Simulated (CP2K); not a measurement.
Runs of CP2K 2026.2 on GaGe. It takes space group F-43m (No. 216, cubic). Conventional cell: a = 5.796 Å, b = 5.796 Å, c = 5.796 Å, α = 90.00°, β = 90.00°, γ = 90.00°. Ge (site symmetry -43m) has 4 Ga at 2.51 Å as nearest neighbours. Ga (site symmetry -43m) has 4 Ge at 2.51 Å as nearest neighbours. The cell comes from a database or a generator and needn't be the stable form of this composition.

| level | potentials or basis | smearing | NGRIDS | points a segment of the path (NPOINTS) | bands added on the path | CUTOFF of the grids | gap on the mesh (eV) | pressure (GPa) |
| --- | --- | --- | --- | --- | --- | --- | --- | --- |
| TB-mBJ | POTENTIAL_UZH Ge GTH-PBE-q4, Ga GTH-PBE-q13; TZVP-MOLOPT-PBE-GTH basis | fermi-dirac 0.05 eV | 5 | 6 | 6 | 675 Ry | none | - |
| PBEsol | POTENTIAL_UZH Ge GTH-PBE-q4, Ga GTH-PBE-q13; TZVP-MOLOPT-PBE-GTH basis | fermi-dirac 0.0259 eV | 4 | 6 | 6 | 450 Ry | none | -1.1 |
| LDA | GTH_POTENTIALS Ge GTH-PADE-q4, Ga GTH-PADE-q13; TZVP-MOLOPT-PBE-GTH basis | fermi-dirac 0.1 eV | 5 | 10 | 6 | 450 Ry | none | -4.3 |
| r2SCAN | POTENTIAL_UZH Ge GTH-SCAN-q4, Ga GTH-SCAN-q13; TZVP-MOLOPT-SCAN-GTH basis | fermi-dirac 0.01 eV | 5 | 8 | 2 | 675 Ry | none | (a) |

Alike in all rows: task band structure; no spin polarisation; cell as given; k mesh 8 × 8 × 8.

Q: Estimate the missing entries.

A: (a) -3.4.

Caveats: the basis of atomic orbitals isn't converged, which shifts pressures, moduli and gaps; the potentials were made for another functional, which shifts forces and pressure (some runs); this is a model potential without an energy functional, so only levels have meaning (some runs).

A k mesh can miss the band edges, and the runs leave out spin-orbit coupling on Ga, Ge.

A gap of «none» marks a metal or a gap under the smearing width.
